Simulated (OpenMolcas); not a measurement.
# Cr⁴⁺ among point charges: CASSCF and CASPT2 levels and susceptibility

How does a field of 5 point charges split the states of Cr⁴⁺, and what χT follows?

Program: OpenMolcas 26.06. Level of theory: state-averaged CASSCF and CASPT2, spin-orbit coupling by RASSI with atomic mean-field integrals. These are calculated values, not measurements, unless marked.

## 1. The atom as given

| Quantity | Value |
| --- | --- |
| Species | Cr⁴⁺ (chromium, Z = 24, 20 electrons) |
| Basis | ANO-RCC-VDZP [5s4p2d1f], 34 functions |
| Scalar Hamiltonian | DKH2, point nucleus |
| Inactive shells | 1s 2s 2p 3s 3p |
| Active space | 2 electrons in 5 orbitals (3d) |
| Some configurations of this space | 3d² |
| Orbitals | optimised for each spin and parity, averaged over all roots |

Outer shells as boxes (Hund's rule):

3d2
```
3d [↑ ][↑ ][  ][  ][  ]
```

The ion sits among 5 point charges of -2.5 e arranged as a square pyramid (C4v), 2.12 Å from the ion, with the axial distance 2.141 Å.

The work runs as a chain of OpenMolcas steps in one folder; each step below is one input file. Labels, J, g values, rates, χT and fits are worked out afterwards by a script from the matrices that RASSI stores.

## 2. Basis and integrals

The input, a.inp:

```
&GATEWAY
Coord
1

Cr 0.0 0.0 0.0
Basis=ANO-RCC-VDZP
Group=NoSym
NoMove
AngMom=0.0 0.0 0.0
AMFI
XField
5 Angstrom 0
2.120000 0.000000 0.000000 -2.500000
0.000000 2.120000 0.000000 -2.500000
-2.120000 0.000000 0.000000 -2.500000
0.000000 -2.120000 0.000000 -2.500000
0.000000 0.000000 2.141200 -2.500000
&SEWARD
```

Launch:

```console
$ OMP_NUM_THREADS=1 MOLCAS_MEM=1689 MOLCAS_PROJECT=a pymolcas a.inp > a.log
```

## 3. CASSCF: triplets, 10 roots

The input, a.inp:

```
&RASSCF
FileOrb=start.orb
Symmetry=1
Spin=3
nActEl=2 0 0
Inactive=9
Ras2=5
CIRoot=10 10 1
SDav=10
CIMx=300
Iter=120 100
PrWF=0.3
OrbListing=Nothing
MaxOrb=0
>>> COPY $Project.JobIph JOB001
```

start.orb holds the contracted functions of the basis, ordered by shell, or the orbitals of the step before.

## 4. CASSCF: singlets, 15 roots

The input, a.inp:

```
&RASSCF
FileOrb=start.orb
Symmetry=1
Spin=1
nActEl=2 0 0
Inactive=9
Ras2=5
CIRoot=15 15 1
SDav=15
CIMx=300
Iter=120 100
PrWF=0.3
OrbListing=Nothing
MaxOrb=0
>>> COPY $Project.JobIph JOB002
```

## 5. RASSI: spin-orbit coupling between the states

The input, a.inp:

```
&RASSI
NrOfJobIphs=2 10 15
1 2 3 4 5 6 7 8 9 10
1 2 3 4 5 6 7 8 9 10 11 12 13 14 15
IphNames
JOB001
JOB002
EJob
SpinOrbit
DIPRint=1.0
SOCoupling=1000.0
Subsets=2
Property=9
'ANGMOM' 1 'ANGMOM' 2 'ANGMOM' 3 'MLTPL  1' 1 'MLTPL  1' 2 'MLTPL  1' 3
'AMFI' 1 'AMFI' 2 'AMFI' 3
SOProperty=3
'ANGMOM' 1 'ANGMOM' 2 'ANGMOM' 3
```

## 6. CASPT2: IPEA 0.25, imaginary shift 0.1 (closed shells correlated: 3s 3p)

The input, a.inp:

```
>>> COPY JOB001 $Project.JobIph
&CASPT2
Multistate=10 1 2 3 4 5 6 7 8 9 10
NoMult
Frozen=5
IPEA=0.25
Imaginary=0.1
MaxIter=60
WThr=0.0 0.3 0.05
PrWF=0.5
NoMix
>>> COPY JOB002 $Project.JobIph
&CASPT2
Multistate=15 1 2 3 4 5 6 7 8 9 10 11 12 13 14 15
NoMult
Frozen=5
IPEA=0.25
Imaginary=0.1
MaxIter=60
WThr=0.0 0.3 0.05
PrWF=0.5
NoMix
```

(Steps that only read results are left out.)

Before running it: what results should come out? Wanted: spin-free ground state; first state of the same spin within the active space; lowest level; next level.

**Answer**, as computed:

| quantity | value |
| --- | --- |
| method | SS-CASPT2, IPEA 0.25, imaginary shift 0.1 (closed shells correlated: 3s 3p) |
| spin-free ground state | triplet, 1-fold in its orbital part |
| first state of the same spin within the active space | triplet at 826 cm⁻¹ |
| lowest level | 1-fold |
| next level | 151.7 cm⁻¹ |
| χT at 300 K | 0.58 cm³ K/mol |
| effective moment at 300 K | 2.16 μB |

Cost by method:

```tsv
method	time of its own steps	time with the reference
A. CASSCF	5.8 s	5.8 s
B. SS-CASPT2, IPEA 0.25, imaginary shift 0.1, +3s 3p	2 s	7.8 s
```

Times are of one thread on a shared host.

The spin-free ground state (triplet) comes to 97 % from free-ion F terms and keeps the highest spin of the shell. χT at 300 K is 0.58, against 1.00 cm³ K/mol for the spin alone, so spin-orbit coupling lowers it. The field of point charges can differ much from that of real complexes. This is an electrostatic model: the charges have no orbitals.
